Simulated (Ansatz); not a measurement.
**BrH₆NSi: a short trajectory**

The task is to watch the atoms for 40 steps of 0.25 fs, started with velocities for 100 K and run with a Nosé-Hoover thermostat, and see to which side of the barrier the system falls.

Program: Ansatz 0.2.0, Gaussian basis. Level of theory: PBE0-D4/def2-SVP. These are calculated values, not measurements.

2 further runs of the same task are left out: 2 that didn't finish. Runs told in other sessions of the task aren't counted.

## (1) The system as given

The start, a first-order saddle point found at PBE0-D4 in triple zeta: 9 atoms, charge 0, spin multiplicity 1.

Atoms are counted from 1 here; the program's logs count them from 0.

Bond lengths: Si1–H3 1.466 Å, Si1–H4 1.466 Å, Si1–N5 1.706 Å, N5–H8 1.007 Å, N5–H9 1.007 Å. Angles: H3–Si1–H4 132.9°, H3–Si1–N5 103.4°, H4–Si1–N5 103.4°, Si1–N5–H8 122.9°, Si1–N5–H9 122.9°, H8–N5–H9 112.2°.

Coordinates:

| atom | x (Å) | y (Å) | z (Å) |
| --- | --- | --- | --- |
| Si1 | -0.3328 | -0.2112 | 0.2003 |
| H2 | 1.3762 | 0.2079 | 0.1649 |
| H3 | -0.4910 | -1.6009 | -0.2386 |
| H4 | -0.9983 | 0.5916 | 1.2306 |
| N5 | -0.5906 | 0.6858 | -1.2273 |
| H6 | 1.3711 | -0.2725 | 0.8802 |
| Br7 | 0.7614 | -1.4093 | 2.3660 |
| H8 | -0.7059 | 1.6865 | -1.2310 |
| H9 | -0.3902 | 0.3224 | -2.1452 |

## (2) The run

md/in.yaml reads:

```yaml
crystal:
  periodic: [false, false, false]
  atoms:
    - {symbol: Si, position_ang: [-0.332786, -0.211219, 0.200309]}
    - {symbol: H, position_ang: [1.376194, 0.207891, 0.164939]}
    - {symbol: H, position_ang: [-0.491001, -1.600881, -0.238603]}
    - {symbol: H, position_ang: [-0.998322, 0.591555, 1.230576]}
    - {symbol: N, position_ang: [-0.590589, 0.685770, -1.227258]}
    - {symbol: H, position_ang: [1.371146, -0.272530, 0.880163]}
    - {symbol: Br, position_ang: [0.761401, -1.409274, 2.366005]}
    - {symbol: H, position_ang: [-0.705904, 1.686522, -1.231035]}
    - {symbol: H, position_ang: [-0.390240, 0.322365, -2.145197]}
basis:
  gaussian: {orbitals: def2-SVP}
hamiltonian: {xc: pbe0, dispersion: d4}
md: {n_steps: 40, timestep: 0.25, temperature: 100, ensemble: nvt_nose_hoover, seed: 921, initial_velocities: maxwell_boltzmann}
```

The run is started by

```console
ansatz run in.yaml --threads 4 --pin off --events-out ev --progress --plain --max-ram 9574MiB
```

Q: Predict the outcome of this session. Wanted: temperature at the start; mean temperature, second half; lowest and highest potential energy, from the first frame; largest change of potential + kinetic.

The runs gave:

| quantity | value |
| --- | --- |
| length | 40 steps, 10.0 fs |
| temperature at the start | 100 K |
| mean temperature, second half | 55 K |
| lowest and highest potential energy, from the first frame | 0 and 53 meV |
| largest change of potential + kinetic | 0.2 meV |

**Reading.** By the last frame it has not clearly left the saddle region. The thermostat trades energy with the molecule, so the sum of potential and kinetic energy isn't conserved: it changes by +0 meV over the run. The mean temperature of the second half is still well below the 100 K set. With 9 atoms the instant temperature spans 41 to 100 K.
